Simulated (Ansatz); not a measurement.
# BFH2OS: a nudged elastic band, and a look at its input

A nudged elastic band is wanted. The input is run as typed. The step meant is a 1,2-elimination at charge 0 and multiplicity 1, which changes S2–H4, B1–S2, O3–H4.

Computed with Ansatz 0.2.0, Gaussian basis. Level: PBE0-D4/def2-SVP.

### Step 1. The structure

```csv
atom,x (Å),y (Å),z (Å)
B1,-0.2879,-0.1927,-0.1385
S2,1.0343,0.4585,0.9299
O3,-0.5106,0.2741,-1.3846
H4,0.0792,0.9755,-1.6675
F5,-1.0786,-1.1632,0.2970
H6,0.7637,-0.3522,1.9638
```

### Step 2. The run

Input file run/in.yaml:

```yaml
crystal:
  periodic: [false, false, false]
  atoms:
    - {symbol: B, position_ang: [-0.287911, -0.192742, -0.138490]}
    - {symbol: S, position_ang: [1.034286, 0.458510, 0.929852]}
    - {symbol: O, position_ang: [-0.510616, 0.274137, -1.384636]}
    - {symbol: H, position_ang: [0.079170, 0.975455, -1.667513]}
    - {symbol: F, position_ang: [-1.078593, -1.163178, 0.296994]}
    - {symbol: H, position_ang: [0.763663, -0.352183, 1.963794]}
basis:
  gaussian: {orbitals: def2-SVP}
hamiltonian: {xc: pbe0, dispersion: d4}
neb:
  images: 5
  climbing: true
  max_iterations: 3
  initial_path: idpp
  final_atoms:
    - {symbol: B, position_ang: [-1.155384, -0.581815, -0.682022]}
    - {symbol: S, position_ang: [0.732308, 0.892858, 0.989150]}
    - {symbol: O, position_ang: [-0.833671, -0.092103, -1.741734]}
    - {symbol: H, position_ang: [1.292162, 1.073710, -0.216494]}
    - {symbol: F, position_ang: [-1.633186, -1.214466, 0.331035]}
    - {symbol: H, position_ang: [1.597770, -0.078185, 1.320065]}
```

Launch:

```console
ansatz run in.yaml --threads 2 --pin off --events-out ev --progress --plain --max-ram 4352MiB
```

Q: Predict the outcome of this session. Wanted: this run.

As calculated:

| quantity | value |
| --- | --- |
| this run | not converged |
| fault | too few iterations |

What this shows: Three iterations were allowed, too few to relax the band.
